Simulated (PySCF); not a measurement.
# C2H6OSi2: the cost of one run

The runs use PySCF 2.14.0, with density-fitted response routines of our own; the level of theory stands in each step. All values are computed, except where a source is named. Atoms are numbered from 0 throughout.

### Step 1. Starting geometry

11 atoms, charge 0, multiplicity 1; geometry from: GFN2-xTB. The atoms were then displaced at random by about 0.01 Å, so the start is not that level's minimum.

Bonds of the start (Å): C0–C1 1.32, C1–Si2 1.88, Si2–O3 1.60, O3–Si4 1.67, Si4–C0 1.88, C0–H5 1.12, C1–H6 1.09, Si2–H7 1.47, Si2–H8 1.49, Si4–H9 1.44, Si4–H10 1.48.

### Step 2. Relaxing the molecule at PBE0-D3(BJ)/def2-SVP

What the job is given:

```
{"job": {"xc": "PBE0", "basis": "def2-SVP", "d3": "d3bj", "grid": 1, "shake": 0.01, "kind": "geom"}, "charge": 0, "multiplicity": 1}
C     -0.815770     0.957930     0.275990
C      0.419540     1.243210    -0.076480
Si     1.428440    -0.304320    -0.432260
O      0.290150    -1.389930    -0.134600
Si    -1.235110    -0.870560     0.302700
H     -1.548510     1.773540     0.500040
H      0.811140     2.258260    -0.142920
H      1.866680    -0.450980    -1.822590
H      2.512570    -0.545040     0.560810
H     -2.177970    -1.302660    -0.701100
H     -1.513050    -1.395290     1.654740
```

Started as:

```console
$ OMP_NUM_THREADS=1 python probes_run.py task.json out
```

One launch serves the whole session: the jobs run in the order shown.

**Question.** How long does this first job take on 1 thread of Arm Neoverse V2, shared host, and how much memory does it need?

About 20 s, with a peak of 0.46 GiB.
